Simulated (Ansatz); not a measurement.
Crystal: CuWSe2.

```xyz
8
Lattice="3.2918 0.0000 0.0000 -1.6459 2.8508 0.0000 0.0000 0.0000 17.8543" Properties=species:S:1:pos:R:3 pbc="T T T"
W     0.0000    1.9006   13.6893
W     1.6459    0.9503    4.1650
Se    1.6459    0.9503   11.9730
Se    0.0000    1.9006    5.8813
Se    0.0000    1.9006    2.4745
Se    1.6459    0.9503   15.3798
Cu    0.0000    1.9006    9.6580
Cu    1.6459    0.9503    8.1963
```

The cell comes from a database or a generator and needn't be the stable form of this composition.

| Property | Result |
| --- | --- |
| Program | Ansatz 0.2.0 |
| Task | single point |
| Functional | PBE |
| Potentials or basis | Ansatz PAW |
| Cutoff | 420 eV (not typed: the program's choice for these potentials) |
| k mesh | 9 × 9 × 2 |
| Occupations | fermi-dirac, width 0.05 eV |
| Spin | no spin polarisation |

On this cell: pressure 0.1 GPa; largest force 0.076 eV/Å; band gap on the k mesh none (metal or under the smearing width).

The same run follows on a disturbed copy (atoms moved at random, drawn with an rms of 0.05 Å):

```
CELL_PARAMETERS angstrom
3.29185 0.00000 0.00000
-1.64592 2.85083 0.00000
0.00000 0.00000 17.85428
ATOMIC_POSITIONS crystal
W 0.32429 0.67348 0.76461
W 0.66746 0.34062 0.23461
Se 0.65942 0.31539 0.67294
Se 0.33260 0.66847 0.33207
Se 0.32686 0.67817 0.13876
Se 0.65729 0.33258 0.85951
Cu 0.33469 0.67374 0.54098
Cu 0.66804 0.33955 0.46223
```

What changes?

The energy (extrapolated to zero smearing) moves by +13.3 meV/atom; pressure 1.0 GPa; largest force 1.582 eV/Å; band gap on the k mesh none (metal or under the smearing width).

Forces on the atoms (eV/Å):
```
W    0.522 -0.908  1.185
W   -0.217 -0.027 -0.009
Se  -0.410  0.692 -1.119
Se  -0.020  0.110 -0.416
Se   0.238 -0.084  0.336
Se  -0.119  0.204  0.079
Cu   0.011  0.001  0.255
Cu  -0.005  0.012 -0.310
```

Stress tensor (GPa, compression positive):
```
 0.11  0.34  0.00
 0.34  0.89 -0.49
 0.00 -0.49  1.99
```

Caveats: the run has no spin polarisation, though such a crystal can be magnetic; this functional lacks dispersion, which binds the layers, so the pressure and a relaxed spacing across them are unreliable (some runs).
